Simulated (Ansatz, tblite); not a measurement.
**The cluster H₁₂Au₁₃+: rung by rung**

The task here is to estimate one member of a computed series from the others.

Computed with Ansatz 0.2.0, Gaussian basis. Level: as each input shows.

Levels to be run: GFN1-xTB, GFN2-xTB, PBE-D4/def2-TZVP, r2SCAN-D4/def2-TZVP, PBE-QIDH/def2-TZVP, B2PLYP/def2-TZVP, r2SCANh-D4/def2-TZVP, LC-ωPBE(0.10)/def2-SVP, LC-ωPBE(0.15)/def2-SVP, LC-ωPBE(0.20)/def2-SVP, LC-ωPBE(0.30)/def2-SVP, PBE-D4/def2-SVP, PBE0-D4/def2-SVP, MP2/def2-SVP, RPA/def2-SVP.

## The geometry

The geometry is that of the singlet, from an earlier relaxation (PBE-D4/def2-SVP).

25 atoms, charge 1, spin multiplicity 1.

Bond lengths: Au1–Au2 3.040 Å, Au1–Au3 2.833 Å, Au1–Au5 3.060 Å, Au1–Au7 3.015 Å, Au1–Au10 2.716 Å, Au1–Au11 2.869 Å, Au1–Au13 2.776 Å, Au2–Au12 2.795 Å, Au2–Au13 2.763 Å, Au2–H14 1.724 Å, Au2–H25 1.774 Å, Au3–Au7 2.658 Å, Au3–Au10 2.930 Å, Au3–Au11 3.016 Å, Au3–H15 1.591 Å, Au4–Au6 2.787 Å, Au4–Au8 2.867 Å, Au4–Au13 3.027 Å and more. Angles: Au2–Au1–Au3 116.1°, Au2–Au1–Au5 127.9°, Au2–Au1–Au7 115.4°, Au2–Au1–Au10 121.9°, Au2–Au1–Au11 176.5°, Au2–Au1–Au13 56.5°, Au3–Au1–Au5 112.2°, Au3–Au1–Au7 54.0°, Au3–Au1–Au10 63.7°, Au3–Au1–Au11 63.9°, Au3–Au1–Au13 111.5°, Au5–Au1–Au7 107.9°, Au5–Au1–Au10 65.5°, Au5–Au1–Au11 53.6°, Au5–Au1–Au13 120.1°, Au7–Au1–Au10 108.1°, Au7–Au1–Au11 61.5°, Au7–Au1–Au13 69.6° and more.

As a file:

```xyz
25
charge 1, multiplicity 1
Au    0.60768    0.28548    0.16249
Au    1.36971   -0.56187   -2.65616
Au    2.75644    0.89250    1.90668
Au   -2.36190    1.57908   -1.32591
Au   -1.97294   -0.34219    1.68199
Au   -0.81913    3.65301   -0.28313
Au    1.51019    3.04610    0.97063
Au   -2.12064   -1.24792   -0.91227
Au    1.19548   -3.62034    0.86275
Au    0.93001   -1.36584    2.29520
Au   -0.11186    1.25340    2.76539
Au    0.10845   -2.77779   -1.51065
Au    0.55454    2.00054   -2.01951
H     1.50958   -2.27947   -2.61010
H     4.00135    1.73643    2.42600
H    -2.92889    0.07442   -1.87808
H    -3.10620   -1.18133    0.79596
H    -2.28092    3.34400   -1.12507
H     0.63294    4.42692    0.46264
H    -1.37120   -2.79921   -0.49233
H     1.03676   -4.20723   -0.74498
H     1.38570   -3.06462    2.55018
H    -1.02018    1.72364    3.99433
H    -1.15985   -1.71782   -2.28176
H     1.61757    1.14771   -3.05801
```

Au takes a core potential in the def2 sets. No spin-orbit coupling is included. The ion is computed in the gas phase, without counter-ions or solvent.

PBE0-D4/def2-TZVP was run before; its log isn't repeated, and its numbers join the tables.

Set-up of the first run:

Tight binding, by tblite at 300 K electronic temperature and without a spin-polarisation term:

```python
tblite.interface.Calculator('GFN1-xTB', numbers, positions, charge=1, uhf=0).singlepoint()
```

Tight binding, by tblite at 300 K electronic temperature and without a spin-polarisation term:

```python
tblite.interface.Calculator('GFN2-xTB', numbers, positions, charge=1, uhf=0).singlepoint()
```

start.molden holds the orbitals of an earlier run on this state, given as this run's starting guess.

Contents of in.yaml:

```yaml
crystal:
  periodic: [false, false, false]
  atoms:
    - {symbol: Au, position_ang: [0.607677, 0.285483, 0.162491]}
    - {symbol: Au, position_ang: [1.369709, -0.561868, -2.656162]}
    - {symbol: Au, position_ang: [2.756435, 0.892498, 1.906685]}
    - {symbol: Au, position_ang: [-2.361896, 1.579082, -1.325909]}
    - {symbol: Au, position_ang: [-1.972945, -0.342189, 1.681995]}
    - {symbol: Au, position_ang: [-0.819128, 3.653014, -0.283134]}
    - {symbol: Au, position_ang: [1.510191, 3.046099, 0.970628]}
    - {symbol: Au, position_ang: [-2.120644, -1.247917, -0.912272]}
    - {symbol: Au, position_ang: [1.195485, -3.620344, 0.862749]}
    - {symbol: Au, position_ang: [0.930010, -1.365844, 2.295203]}
    - {symbol: Au, position_ang: [-0.111862, 1.253397, 2.765395]}
    - {symbol: Au, position_ang: [0.108449, -2.777792, -1.510648]}
    - {symbol: Au, position_ang: [0.554540, 2.000543, -2.019513]}
    - {symbol: H, position_ang: [1.509581, -2.279465, -2.610105]}
    - {symbol: H, position_ang: [4.001353, 1.736426, 2.426004]}
    - {symbol: H, position_ang: [-2.928889, 0.074423, -1.878078]}
    - {symbol: H, position_ang: [-3.106199, -1.181333, 0.795960]}
    - {symbol: H, position_ang: [-2.280919, 3.343997, -1.125066]}
    - {symbol: H, position_ang: [0.632942, 4.426921, 0.462643]}
    - {symbol: H, position_ang: [-1.371196, -2.799207, -0.492331]}
    - {symbol: H, position_ang: [1.036759, -4.207228, -0.744975]}
    - {symbol: H, position_ang: [1.385703, -3.064622, 2.550180]}
    - {symbol: H, position_ang: [-1.020177, 1.723635, 3.994330]}
    - {symbol: H, position_ang: [-1.159848, -1.717823, -2.281759]}
    - {symbol: H, position_ang: [1.617570, 1.147713, -3.058008]}
basis:
  gaussian: {orbitals: def2-TZVP, fitting: {mean_field: def2-universal-jkfit}, initial_orbitals: start.molden}
total_charge: 1
hamiltonian: {xc: pbe, dispersion: d4}
scf: {omitted_lower_state_checks: [starts]}
output: {orbitals: {seedname: orbitals}}
```

On the command line:

```bash
ansatz run in.yaml --threads 2 --pin off --events-out ev --progress --plain --max-ram 32768MiB --backend cuda --devices 0, --max-vram 18GiB
```

Among the steps run: PBE-D4/def2-TZVP; r2SCAN-D4/def2-TZVP; PBE-QIDH/def2-TZVP; B2PLYP/def2-TZVP; r2SCANh-D4/def2-TZVP; LC-ωPBE(0.10)/def2-SVP; LC-ωPBE(0.15)/def2-SVP; LC-ωPBE(0.20)/def2-SVP; LC-ωPBE(0.30)/def2-SVP; PBE-D4/def2-SVP; PBE0-D4/def2-SVP; MP2/def2-SVP; RPA/def2-SVP.

One of the session's tables, all rows but one given; the rest of the session is left out.

| level | HOMO (eV) | LUMO (eV) | gap (eV) |
| --- | --- | --- | --- |
| PBE-D4/def2-SVP | -9.16 | -7.65 | 1.51 |
| PBE-D4/def2-TZVP | -9.18 | -7.72 | 1.46 |
| r2SCAN-D4/def2-TZVP | -9.30 | -7.67 | 1.63 |
| r2SCANh-D4/def2-TZVP | -9.59 | -7.48 | 2.12 |
| PBE0-D4/def2-SVP | -9.90 | -7.14 | 2.76 |
| PBE0-D4/def2-TZVP | -9.91 | -7.19 | 2.72 |
| LC-ωPBE(0.10)/def2-SVP | -10.44 | -6.44 | 4.01 |
| LC-ωPBE(0.15)/def2-SVP | -10.83 | -6.11 | 4.72 |
| LC-ωPBE(0.20)/def2-SVP | -11.12 | -5.91 | 5.22 |
| LC-ωPBE(0.30)/def2-SVP | ? | ? | ? |

Estimate the missing values for LC-ωPBE(0.30)/def2-SVP.

The run gave: HOMO (eV): -11.55; LUMO (eV): -5.70; gap (eV): 5.85. In the column «HOMO (eV)» it is the lowest.
